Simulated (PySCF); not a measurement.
# C2H6B2ClF: the cost of one run

Computed with PySCF 2.14.0, with density-fitted response routines of our own, on a single molecule in the gas phase. Atoms are numbered from 0 throughout.

**1. The starting structure**

12 atoms, charge 0, multiplicity 1; geometry from: GFN2-xTB. The atoms were then displaced at random by about 0.01 Å, so the start is not that level's minimum.

Bonds of the start (Å): C0–B1 1.54, B1–C2 1.57, C2–B3 1.61, B3–F4 1.31, B3–Cl5 1.71, C0–H6 1.10, C0–H7 1.08, C0–H8 1.10, B1–H9 1.18, C2–H10 1.11, C2–H11 1.09.

**2. Relaxing the molecule at PBE0-D3(BJ)/def2-SVP**

Job settings and geometry (Å):

```
{"job": {"xc": "PBE0", "basis": "def2-SVP", "d3": "d3bj", "grid": 1, "shake": 0.01, "kind": "geom"}, "charge": 0, "multiplicity": 1}
C     -1.590380     0.067830    -0.629230
B     -0.652620    -0.398790     0.499120
C      0.672400     0.392160     0.811930
B      1.854890    -0.180630    -0.113620
F      2.542620    -1.229760     0.269650
Cl     2.159140     0.423680    -1.685120
H     -2.625480     0.185600    -0.274790
H     -1.635700    -0.654740    -1.426080
H     -1.330270     1.040150    -1.077420
H     -0.894440    -1.374590     1.107370
H      0.975270     0.241620     1.868110
H      0.564250     1.459210     0.641060
```

Started as:

```bash
$ OMP_NUM_THREADS=1 python probes_run.py task.json out
```

The driver reads the jobs from task.json and runs them one after another.

**Question.** How long does this first job take on 1 thread of Arm Neoverse V2, shared host, and how much memory does it need?

About 52 s, with a peak of 0.49 GiB.
